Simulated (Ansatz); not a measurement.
**C4H3F3: a ladder of functionals and wavefunction methods**

Aim: compute C4H3F3 with functionals from several rungs and with coupled cluster, and see how far each lands from CCSD(T) at the basis-set limit for the atomisation energy.

The runs use Ansatz 0.2.0, Gaussian basis; functionals in def2-TZVPP, the program's frozen cores in correlated methods.

Levels to be run: LDA (SPW92), PBE-D4, revPBE-D4, BLYP-D4, r2SCAN-D4, B97M-V, PBE0-D4, B3LYP-D4, r2SCANh-D4, r2SCAN0-D4, HSE06-D4, BHLYP-D4, CAM-B3LYP-D4, LC-ωPBE, ωB97X-V, ωB97M-V, B2PLYP, PBE-QIDH; CCSD(T)/def2-SVP; CCSD(T)/def2-TZVPP; MP2/def2-QZVPP; extrapolation to the limit; RPA on PBE.

## 1. Structure used throughout

The geometry comes from an earlier relaxation with PBE0-D4 in a triple-zeta def2 set; it is a stationary point, not always the lowest conformer.

SMILES `FC1=C[C@H](F)[C@H]1F`, 10 atoms, charge 0, spin multiplicity 1.

Atoms are counted from 1 here; the program's logs count them from 0.

Bond lengths: F1–C2 1.311 Å, C2–C3 1.330 Å, C2–C6 1.491 Å, C3–C4 1.503 Å, C3–H8 1.080 Å, C4–F5 1.375 Å, C4–C6 1.552 Å, C4–H9 1.092 Å, C6–F7 1.370 Å, C6–H10 1.092 Å. Angles: F1–C2–C3 134.0°, F1–C2–C6 129.0°, C3–C2–C6 97.0°, C2–C3–C4 91.3°, C2–C3–H8 135.8°, C4–C3–H8 132.8°, C3–C4–F5 115.5°, C3–C4–C6 87.6°, C3–C4–H9 116.7°, F5–C4–C6 114.7°, F5–C4–H9 108.2°, C6–C4–H9 113.1°, C2–C6–C4 83.6°, C2–C6–F7 116.5°, C2–C6–H10 116.6°, C4–C6–F7 116.5°, C4–C6–H10 113.1°, F7–C6–H10 108.9°.

Geometry (Å):

```
F    -0.06163   -0.93510   -2.21799
C    -0.07505   -0.52868   -0.97132
C    -0.28403   -1.13294    0.19471
C     0.06444    0.12100    0.94669
F    -0.92032    0.60891    1.77330
C     0.17218    0.83726   -0.42613
F     1.38241    1.40467   -0.72494
H    -0.58508   -2.11992    0.51268
H     1.00484    0.11516    1.50182
H    -0.61446    1.57834   -0.58583
```

## 2. LDA

This LDA is Slater exchange with PW92 correlation.

The input, in.yaml:

```yaml
crystal:
  periodic: [false, false, false]
  atoms:
    - {symbol: F, position_ang: [-0.061633, -0.935100, -2.217988]}
    - {symbol: C, position_ang: [-0.075048, -0.528680, -0.971324]}
    - {symbol: C, position_ang: [-0.284031, -1.132937, 0.194710]}
    - {symbol: C, position_ang: [0.064443, 0.120998, 0.946688]}
    - {symbol: F, position_ang: [-0.920318, 0.608910, 1.773304]}
    - {symbol: C, position_ang: [0.172183, 0.837259, -0.426126]}
    - {symbol: F, position_ang: [1.382409, 1.404669, -0.724937]}
    - {symbol: H, position_ang: [-0.585083, -2.119918, 0.512682]}
    - {symbol: H, position_ang: [1.004836, 0.115161, 1.501824]}
    - {symbol: H, position_ang: [-0.614459, 1.578338, -0.585833]}
basis:
  gaussian: {orbitals: def2-TZVPP}
hamiltonian: {xc: lda}
output: {orbitals: {seedname: orbitals}}
```

Run with:

```console
ansatz run in.yaml --threads 4 --pin off --events-out ev --progress --plain --max-ram 10444MiB
```

After this run come: PBE-D4 (GGA); revPBE-D4 (GGA); BLYP-D4 (GGA); r2SCAN-D4 (meta-GGA); B97M-V (meta-GGA); B3LYP-D4 (hybrid); r2SCANh-D4 (hybrid); r2SCAN0-D4 (hybrid); HSE06-D4 (hybrid); BHLYP-D4 (hybrid); CAM-B3LYP-D4 (range-separated); LC-ωPBE (range-separated); ωB97X-V (range-separated); ωB97M-V (range-separated); B2PLYP (double hybrid); PBE-QIDH (double hybrid); CCSD(T) in def2-SVP; CCSD(T) in def2-TZVPP; MP2 in def2-QZVPP; RPA on PBE orbitals.

Q: Predict the results of all the runs planned. Wanted: atomisation energy, CCSD(T)/CBS; farthest beyond LDA; mean size of error, GGA; mean size of error, meta-GGA; mean size of error, hybrid; mean size of error, range-separated; mean size of error, double hybrid; gap, smallest and largest; T1 diagnostic.

The runs gave:

```
                               quantity                                      value
        atomisation energy, CCSD(T)/CBS                              4304.8 kJ/mol
 functionals within 21.5 kJ/mol (0.5 %)     B97M-V, B3LYP-D4, r2SCANh-D4, PBE-QIDH
                    farthest beyond LDA                     PBE-D4 (+222.8 kJ/mol)
                mean size of error, GGA                               106.6 kJ/mol
           mean size of error, meta-GGA                                31.2 kJ/mol
             mean size of error, hybrid                                73.8 kJ/mol
    mean size of error, range-separated                                38.1 kJ/mol
      mean size of error, double hybrid                                24.8 kJ/mol
              gap, smallest and largest  5.49 eV (LDA (SPW92)), 12.93 eV (LC-ωPBE)
                          T1 diagnostic                                     0.0120
triples share of the correlation energy                                      3.7 %
```

The LDA atomisation energy is off by 865.7 kJ/mol (20 %): it overbinds. PBE-D4 is off by +222.8 kJ/mol. Double hybrids carry the basis error of their MP2 part in triple zeta, and no dispersion term here, so their miss is partly the set-up's. By mean error the best rung here is double hybrid (24.8 kJ/mol) and the worst beyond LDA is GGA (106.6 kJ/mol). The gap between the best rungs is small, so their order is not settled. The reference freezes the cores and leaves out relativity and excitations past (T), so misses under about 21.5 kJ/mol can't be ranked. Hartree-Fock recovers 70 % of the binding; the rest is correlation. CCSD(T) in def2-SVP is off by -193.5 kJ/mol, so the small basis spoils what the method gains. The gap grows from 5.5 to 12.9 eV across the functionals, mostly with the share of exact exchange.
